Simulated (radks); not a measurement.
# Cd⁴⁺ in [Kr] 4d7 5s1: an all-electron calculation

The task here is to estimate one member of a computed series from the others.

Program: radks (a radial shooting solver on a logarithmic mesh, Libxc functionals) version 1. Level of theory: Dirac Kohn-Sham, revPBE, spin-unpolarised, spherical densities, point nucleus; open shells fill j = l - 1/2 first. These are calculated values, not measurements, unless marked.

## The atom as given

* element: cadmium (Z = 48)
* charge: +4
* electrons: 44
* configuration: [Kr] 4d7 5s1

Set-up of the first run:

Input:

```text
Z 48
configuration [Kr] 4d7 5s1
relativity Dirac
functional pbe_r,pbe
spin unpolarised
j_filling energy
nucleus point
c 137.035999084
```

On the command line:

```console
$ python run_ks.py task.json out
```

All runs below come from this command, one after another.

One table of the session follows, with a row left open; its other results are not shown here.

It belongs to the step «Radial structure». Radial moments (bohr):

| level | <r> | outermost maximum (interpolated) | 90 % within | nodes |
| --- | --- | --- | --- | --- |
| 1s1/2 | 0.03039 | 0.0197 | 0.0546 | 0 |
| 2s1/2 | 0.1313 | 0.111 | 0.203 | 1 |
| 2p1/2 | 0.1112 | 0.0860 | 0.182 | 0 |
| 2p3/2 | 0.1164 | 0.0903 | 0.189 | 0 |
| 3s1/2 | 0.3579 | 0.324 | 0.527 | 2 |
| 3p1/2 | 0.3492 | 0.310 | 0.526 | 1 |
| 3p3/2 | 0.3602 | 0.320 | 0.542 | 1 |
| 3d3/2 | 0.3324 | 0.264 | 0.525 | 0 |
| 3d5/2 | 0.3359 | 0.267 | 0.530 | 0 |
| 4s1/2 | 0.8671 | 0.792 | 1.25 | 3 |
| 4p1/2 | 0.9176 | 0.823 | 1.34 | 2 |
| 4p3/2 | 0.9447 | 0.846 | 1.38 | 2 |
| 4d3/2 | 1.120 | 0.941 | 1.71 | 1 |
| 4d5/2 | 1.130 | 0.949 | 1.73 | 1 |
| 5s1/2 | ? | ? | ? | ? |

**Question.** Estimate the row for 5s1/2.

As computed: <r>: 2.090; outermost maximum (interpolated): 1.91; 90 % within: 2.98; nodes: 4. In the column «<r>» it is the highest.
